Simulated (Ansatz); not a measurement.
# GaF (Pm-3m) in Ansatz: further runs, part 3 of 3

Ansatz 0.2.0. Earlier steps stand in the parts before.

## 4. Phonons, PBEsol

input.yaml

```yaml
crystal:
  lattice:
    - [3.16592, 0.0, 0.0]
    - [0.0, 3.16592, 0.0]
    - [0.0, 0.0, 3.16592]
  atoms:
    - { symbol: Ga, position: [0.0, 0.0, 0.0] }
    - { symbol: F, position: [0.5, 0.5, 0.5] }
hamiltonian:
  xc: pbesol
  pseudopotentials: { kind: paw }
kpoints:
  mp_grid: { grid: [6, 6, 6] }
scf:
  occupations: { method: fixed }
phonons:
  method: dfpt
  dielectric: true
  rigid_motions: translations
```

Potentials or basis: Ansatz PAW.

Started as:

```
$ ansatz run input.yaml --threads 2 --pin off --max-ram 5632MiB --backend cpu --events-out ev --progress --plain --runs-dir out
```

Log:

```text
Warning: RAYON_NUM_THREADS=2 ignored (pool sized by the plan → 2); use --threads N
Engine: ansatz 0.2.0, aarch64-unknown-linux-gnu
Pseudopotentials: kind: paw
Pseudopotential: Ga, paw, valence charge 13, recommended cutoff 420 eV (normal), Ga.paw.azcp
Pseudopotential: F, paw, valence charge 7, recommended cutoff 420 eV (normal), F.paw.azcp
Functional definition: PBEsol
  exchange = pbesol_x
  correlation = pbesol_c
Crystal: 2 atoms, lattice volume = 31.732 Å³
Basis set: ecut = 420 eV, 619 PW (Γ), exchange–correlation on 48×48×48 points (8 copies of the dense FFT grid, shifted against one another)
Bands: 14, of which v1, the nominal top of the filled ones, is band 10 counted from 1 (9 counted from 0)
Symmetry: 48 space group operations
k-points: 40 of 216 (irreducible under 8 space group operations, time reversal used)
Non-local potential: Ga, projectors of the file, l = 0: 2, l = 1: 2, l = 2: 3, l = 3: 1
Non-local potential: F, projectors of the file, l = 0: 2, l = 1: 2, l = 2: 1
PAW form: soft (Blöchl's): semilocal exchange-correlation on the pseudo side does not see the compensation charge
PAW frozen core: Ga, regenerated for the run's functional, and the local potential with it (the file was generated under x = pbe(κ = 0.804, μ = 0.2195149727645171), c = pbe(β = 0.06672455060314922))
PAW frozen core: F, regenerated for the run's functional, and the local potential with it (the file was generated under x = pbe(κ = 0.804, μ = 0.2195149727645171), c = pbe(β = 0.06672455060314922))
PAW one-centre angular grid: Ga, 590 points (default); XC on 64 Gauss nodes
PAW one-centre angular grid: F, 110 points (default); XC on 64 Gauss nodes
Initial density: superposition of atomic densities (neutral atoms: chi_scale 0, normalization atom), corrected by the library's trained network
Initial wavefunctions: pseudopotential atomic-orbital guess
Functional: x = pbesol(κ = 0.804, μ = 0.12345679012345678), c = pbesol(β = 0.046)
SCF iter   1: F=—  HF=-4543.408033 eV  |F-HF|=—  |Δ(HF+E_count)|=         —  Δρ=1.41e-2  dr2=4.48e-2  ethr=1.77e-3  ⟨swp⟩=4.0  Hψ=2481  notcnv=0  defer=66
preconditioner: auto → none  [insulator: Δε(μ)=0.248 eV  Ē_g=17.527 eV  n_scr=6 (ndim 8)  ℏωp=29.5 eV  f_vac=0.000  ε∞_Penn≈3.8]
SCF iter   2: F=—  HF=-4543.405906 eV  |F-HF|=—  |Δ(HF+E_count)|=   2.13e-3  Δρ=1.24e-2  dr2=3.50e-2  ethr=2.24e-4  ⟨swp⟩=2.0  Hψ=1356  notcnv=0  defer=68
SCF iter   3: F=—  HF=-4543.397168 eV  |F-HF|=—  |Δ(HF+E_count)|=   8.74e-3  Δρ=4.50e-4  dr2=4.30e-5  ethr=1.75e-4  ⟨swp⟩=2.0  Hψ=783  notcnv=0  defer=58
SCF iter   4: F=—  HF=-4543.397205 eV  |F-HF|=—  |Δ(HF+E_count)|=   3.65e-5  Δρ=1.74e-4  dr2=5.65e-6  ethr=2.15e-7  ⟨swp⟩=2.2  Hψ=914  notcnv=0  defer=38
SCF iter   5: F=—  HF=-4543.397215 eV  |F-HF|=—  |Δ(HF+E_count)|=   1.01e-5  Δρ=1.94e-5  dr2=3.91e-8  ethr=2.82e-8  ⟨swp⟩=2.1  Hψ=752  notcnv=0
SCF iter   6: F=—  HF=-4543.397220 eV  |F-HF|=—  |Δ(HF+E_count)|=   5.08e-6  Δρ=5.05e-6  dr2=6.14e-9  ethr=1.95e-10  ⟨swp⟩=2.0  Hψ=947  notcnv=0
SCF iter   7: F=-4543.397220 eV  HF=-4543.397220 eV  |F-HF|=3.73e-11  |Δ(HF+E_count)|=  1.45e-10  Δρ=5.78e-7  dr2=4.72e-11  ethr=1.00e-12  ⟨swp⟩=4.2  Hψ=2937  notcnv=0
SCF 1 converged in 7 iterations: F = -4543.397220 eV  dr2 = 4.72e-11
NSCF: frozen V_eff on 5 k-points
DFPT response loops at Γ: preconditioner auto → none (the input reference at scf.mixing.eps_inf says where Resta's filter doesn't serve); β = 0.50; Broyden in place of MSR1
── the response to a field inside a basis, on 12×12×12 k-points: an SCF that follows is theirs, and a resumed run solves both again ──
Bands: 11, of which v1, the nominal top of the filled ones, is band 10 counted from 1 (9 counted from 0)
k-points: 56
Initial density: handed on by an earlier stage of this run
Initial wavefunctions: pseudopotential atomic-orbital guess (no wavefunctions were taken with the density)
Eigensolver: Dense (56 Hₖ)
SCF iter   1: F=—  HF=-4543.405480 eV  |F-HF|=—  |Δ(HF+E_count)|=         —  Δρ=7.11e-4  dr2=3.27e-5  ethr=1.00e-1
preconditioner: auto → none  [insulator: Δε(μ)=0.710 eV  Ē_g=13.753 eV  n_scr=6 (ndim 8)  ℏωp=29.5 eV  f_vac=0.000  ε∞_Penn≈5.6]
SCF iter   2: F=—  HF=-4543.405480 eV  |F-HF|=—  |Δ(HF+E_count)|=   1.36e-7  Δρ=3.90e-4  dr2=1.09e-5  ethr=1.63e-7
SCF iter   3: F=—  HF=-4543.405483 eV  |F-HF|=—  |Δ(HF+E_count)|=   3.64e-6  Δρ=6.95e-5  dr2=1.08e-6  ethr=5.45e-8
SCF iter   4: F=—  HF=-4543.405482 eV  |F-HF|=—  |Δ(HF+E_count)|=   1.39e-6  Δρ=2.96e-5  dr2=1.37e-7  ethr=5.40e-9
SCF iter   5: F=-4543.405482 eV  HF=-4543.405482 eV  |F-HF|=1.57e-8  |Δ(HF+E_count)|=   2.24e-8  Δρ=7.90e-6  dr2=2.26e-8  ethr=6.83e-10
SCF 1 converged in 5 iterations: F = -4543.405482 eV  dr2 = 2.26e-8
DFPT response loops at Γ: mixed as the last ones told, above
WARN: field response: inside a basis, on 12×12×12 points, no mesh in reach settles it: take ε∞, Z* and everything formed from them with what they may err, as stated (eps_inf_uncertainty, zstar_uncertainty_e), and compare with field_mesh: kpoints on a denser kpoints.mp_grid
WARN: field response: ε∞ stands inside a basis, on 12×12×12 points; the force constants stand on the 6×6×6 k-mesh, whose period is 8.02 times the interband length at k = (0.0000, 0.0000, -0.5000), direct gap 1.023 eV, under 14: take them and everything formed from them as unconverged, and compare with a denser kpoints.mp_grid
SCF converged after 7 iterations
Free energy (F): -4543.397220 eV
Harris-Foulkes:  -4543.397220 eV  (|F-HF|=3.73e-11)
Internal energy: -4543.397220 eV  (E = F + TS)
E sigma→0 (E₀):  -4543.397220 eV
Fermi energy:    5.742267 eV
--- Per-component energies (eV) ---
  E_band       = -101.232061
  E_kinetic    = 316.902697
  E_local      = -2380.166967  (includes V_loc(G=0)·N_el)
  E_nonlocal   = 494.819266
  E_hartree    = 1044.835451
  E_xc         = -146.833836
  E_vxc        = -158.483329  (∫ρ·V_xc dr)
  E_paw        = -2135.300701  (= ΣΔE_a)
  E_vpaw       = -463.976426  (= ΣTr[D̂ρ^β])
  E_aug_tail   = 0.001965  (compensation charges beyond the density's cutoff)
  E_ewald      = -1738.560515
  E_core_change = 0.905420  (= ΣΔE_core)
  E_smearing   = -0.000000  (= −TS)
  E_closure    = -0.000000  (closes the sum)
  Σ components = -4543.397220   (vs F -4543.397220, Δ=0.00e0)
--- Band table (eV; the first three rows and the last of 40) ---
  k-point 0: bands = ["-16.4093", "-8.5693", "-8.5693", "-8.4008", "-8.4008", "-8.4008", "-0.3931", "2.2609", "2.2609", "2.2609", "14.0022", "14.0022", "14.0022", "15.3246"]
  k-point 1: bands = ["-16.3718", "-8.5668", "-8.5394", "-8.4130", "-8.4130", "-8.3998", "-0.5981", "2.3288", "2.3288", "2.6105", "11.0859", "14.0403", "14.0403", "15.6992"]
  k-point 2: bands = ["-16.2955", "-8.5619", "-8.4811", "-8.4373", "-8.4373", "-8.3978", "-0.9768", "2.4671", "2.4671", "3.6320", "8.0046", "14.1087", "14.1087", "16.8044"]
  k-point 39: bands = ["-16.0433", "-8.5121", "-8.5121", "-8.5121", "-8.3593", "-8.3593", "1.6867", "1.6867", "1.6867", "5.7423", "7.9912", "7.9912", "7.9912", "17.4813"]
--- Phonons (Γ-DFPT): 2 representative perturbations + reference, on 40 of 216 k-points (Σ response iterations 7) ---
  k mesh reduced under 8 symmetry operations, with k and −k counted as one. Each operation leaves every solved perturbation unchanged. A smaller set is not considered because the run solves the response to a homogeneous field
  ASR residual: 1.741e-4 → 0.000e0 eV/Å²; symmetrization residual: 1.894e-6 eV/Å²
  ASR residual per site (eV/Å²): 1.40e-4 1.74e-4
  Γ frequencies (cm⁻¹): -148.10 -148.10 -148.10 0.00 0.00 0.00
  ε∞ (high-frequency dielectric tensor):
        7.780204     0.000000     0.000000
        0.000000     7.780204     0.000000
        0.000000     0.000000     7.780204
  softest optical mode at Γ: -148.10 cm⁻¹; the repairs (sum rule, projections) moved no ω² at Γ by more than (1.63 cm⁻¹)²
  Born effective charges Z* (e; rows j = field, columns β = displacement):
    site 0:
         2.20616    0.00000    0.00000
         0.00000    2.20616    0.00000
         0.00000    0.00000    2.20616
    site 1:
        -2.20616   -0.00000    0.00000
        -0.00000   -2.20616    0.00000
         0.00000    0.00000   -2.20616
  Z* charge neutrality: 1.793e-3 e pre-enforcement
  solved inside a basis spanned on kpoints, on 12×12×12 k-points transformed towards the longest dipole, which do not settle them: ε∞ is read to err by 5.2e-2, Z* by 4.2e-2 e (field_mesh: kpoints solves on kpoints); Z* is corrected for what the basis lacks
  optical modes at Γ without the LO–TO term, one row a degenerate level:
      ω (cm⁻¹)  modes    IR ((D/Å)²/amu)
       -148.10      3            22.5628
  optical modes at Γ + LO–TO along q̂ = [1.0000, 0.0000, 0.0000]:
      ω (cm⁻¹)  modes    IR ((D/Å)²/amu)
       -148.10      2            15.0418
        207.46      1             7.5209
  optical modes at Γ + LO–TO along q̂ = [0.0000, 1.0000, 0.0000]:
      ω (cm⁻¹)  modes    IR ((D/Å)²/amu)
       -148.10      2            15.0418
        207.46      1             7.5209
  optical modes at Γ + LO–TO along q̂ = [0.0000, 0.0000, 1.0000]:
      ω (cm⁻¹)  modes    IR ((D/Å)²/amu)
       -148.10      2            15.0418
        207.46      1             7.5209
```

second_order_force_constants.tsv:

```text
# format = ansatz-second-order-force-constants/2
# a1_ang = 3.16592e0 0e0 0e0
[... 74 lines left out ...]
0	0	0	0	0	0	-1.2043208242485453e0	-2.9582283945787934e-31	6.573840876841765e-32	-2.9582283945787943e-31	-1.2043208242485453e0	-0e0	6.573840876841765e-32	-0e0	-1.2043208242485455e0
0	1	0	0	0	1	1.2043208242485453e0	2.9582283945787934e-31	-6.573840876841765e-32	2.9582283945787943e-31	1.2043208242485453e0	0e0	-6.573840876841765e-32	0e0	1.2043208242485455e0
1	0	0	0	0	0	1.2043208242485453e0	2.9582283945787943e-31	-6.573840876841765e-32	2.9582283945787934e-31	1.2043208242485453e0	0e0	-6.573840876841765e-32	0e0	1.2043208242485455e0
1	1	0	0	0	1	-1.2043208242485453e0	-2.9582283945787943e-31	6.573840876841765e-32	-2.9582283945787934e-31	-1.2043208242485453e0	-0e0	6.573840876841765e-32	-0e0	-1.2043208242485455e0
```

Wall time 19 s (2 threads of Arm Neoverse V2, shared host); peak memory 0.42 GiB.

What came out:

```yaml
Free_energy: -4543.3972 eV
Band_gap_on_the_k_mesh: 0.23 eV, indirect (least direct gap 1.02 eV)
Electronic_dielectric_tensor_diagonal: 7.78
Born_charges_mean_of_the_diagonal: Ga +2.21; F -2.21 e
Highest_phonon_frequency_at_Γ_LO-TO_splitting_left_out: 0 cm⁻¹
Most_unstable_mode: 148i cm⁻¹
```

Levels at points of the mesh, in eV from the valence-band top:
| k point | band 6 | band 7 | band 8 | band 9 | band 10 | band 11 | band 12 | band 13 | band 14 |
| --- | --- | --- | --- | --- | --- | --- | --- | --- | --- |
| (0.00, 0.00, 0.00) | -14.14 | -6.14 | -3.48 | -3.48 | -3.48 | 8.26 | 8.26 | 8.26 | 9.58 |
| (0.00, 0.00, -0.50) | -14.14 | -6.90 | -3.20 | -3.20 | -0.80 | 0.23 | 8.40 | 8.40 | 12.36 |
| (0.00, -0.50, -0.50) | -14.10 | -4.93 | -4.93 | -3.11 | -2.68 | 3.37 | 3.37 | 8.96 | 10.31 |
| (-0.50, 0.00, 0.00) | -14.14 | -6.90 | -3.20 | -3.20 | -0.80 | 0.23 | 8.40 | 8.40 | 12.36 |
| (-0.50, 0.00, -0.50) | -14.10 | -4.93 | -4.93 | -3.11 | -2.68 | 3.37 | 3.37 | 8.96 | 10.31 |
| (-0.50, -0.50, -0.50) | -14.10 | -4.06 | -4.06 | -4.06 | 0.00 | 2.25 | 2.25 | 2.25 | 11.74 |

Phonon frequencies in cm⁻¹ (negative: imaginary):
| q point | frequencies |
| --- | --- |
| (0.000, 0.000, 0.000) | -148 -148 -148 0 0 0 |

Electronic dielectric tensor:
```
7.78 0.00 0.00
0.00 7.78 0.00
0.00 0.00 7.78
```

Born effective charge tensors (e):
atom 1, Ga
```
2.21 0.00 0.00
0.00 2.21 0.00
0.00 0.00 2.21
```
atom 2, F
```
-2.21  0.00  0.00
 0.00 -2.21  0.00
 0.00  0.00 -2.21
```

Caveat: some modes are imaginary; the gap is small at this level, which inflates the dielectric constant; the PAW data sets come from PBE, with cores solved anew for the run's functional, which leaves a small shift of forces and pressure.

## 5. Elastic constants, PBEsol

input.yaml: that of step 4 with these lines changed.

```diff
@@ -15,5 +15,7 @@
   occupations: { method: fixed }
-phonons:
-  method: dfpt
-  dielectric: true
-  rigid_motions: translations
+output:
+  forces: true
+  stress: true
+elastic:
+  mode: clamped_ion
+  stencil: two_point
```

Started as:

```
$ ansatz run input.yaml --threads 2 --pin off --max-ram 5632MiB --backend cpu --events-out ev --progress --plain --runs-dir out
```

It took 2.6 s on 2 threads of Arm Neoverse V2, shared host; peak memory 0.3 GiB.

It converged, with:

```
Free energy                                 : -4543.3972 eV
Pressure                                    : -3.5 GPa
Band gap on the k mesh                      : 0.23 eV, indirect (least direct gap 1.02 eV)
Clamped-ion elastic constants C11, C12, C44 : 61, 28, -6 GPa
Voigt bulk modulus                          : 39 GPa
```

Levels at points of the mesh, in eV from the valence-band top:
```
              k point  band 7  band 8  band 9  band 10  band 11  band 12  band 13  band 14
   (0.00, 0.00, 0.00)   -6.14   -3.48   -3.48    -3.48     8.26     8.26     8.26     9.58
  (0.00, 0.00, -0.50)   -6.90   -3.20   -3.20    -0.80     0.23     8.40     8.40    12.36
 (0.00, -0.50, -0.50)   -4.93   -4.93   -3.11    -2.68     3.37     3.37     8.96    10.31
(-0.50, -0.50, -0.50)   -4.06   -4.06   -4.06     0.00     2.25     2.25     2.25    11.74
```

Elastic tensor in Voigt notation (GPa, ions clamped, in the Cartesian axes of the cell as first typed):
```
61 28 28  0  0  0
28 61 28  0  0  0
28 28 61  0  0  0
 0  0  0 -6  0  0
 0  0  0  0 -6  0
 0  0  0  0  0 -6
```

Caveat: the cell is more than 3 GPa from zero pressure, which shifts response properties; the elastic tensor has a negative eigenvalue, so either the cell is unstable as it stands or the mesh is too thin; the pressure holds a Pulay correction of +0.5 GPa for the finite cutoff; the PAW data sets come from PBE, with cores solved anew for the run's functional, which leaves a small shift of forces and pressure. A k mesh can miss the band edges.

## 6. Summary

| task | level | k mesh | atoms under strain | gap on the mesh (eV) | pressure (GPa) |
| --- | --- | --- | --- | --- | --- |
| elastic constants | PBE | 6 × 6 × 6 | relaxed | 0.34 | 0.2 |
| Born charges and dielectric tensor | PBE | 8 × 8 × 8 | - | 0.34 | - |
| phonons | PBEsol | 6 × 6 × 6 | - | 0.23 | - |
| elastic constants | PBEsol | 6 × 6 × 6 | clamped | 0.23 | -3.5 |

Alike in all rows: potentials or basis Ansatz PAW; no spin polarisation; cell as given; cutoff (eV) 420; smearing fixed.

On the cell as given the gap runs from 0.23 eV (PBEsol) to 0.34 eV (PBE); the meshes differ, which moves gaps too.

Caveats: the elastic tensor has a negative eigenvalue, so either the cell is unstable as it stands or the mesh is too thin (some runs); the gap is small at this level, which inflates the dielectric constant (some runs); the PAW data sets come from PBE, with cores solved anew for the run's functional, which leaves a small shift of forces and pressure (some runs); some modes are imaginary (some runs); the cell is more than 3 GPa from zero pressure, which shifts response properties (some runs).

Total energies depend on the potentials used, so only differences within one code and one set of settings carry meaning.
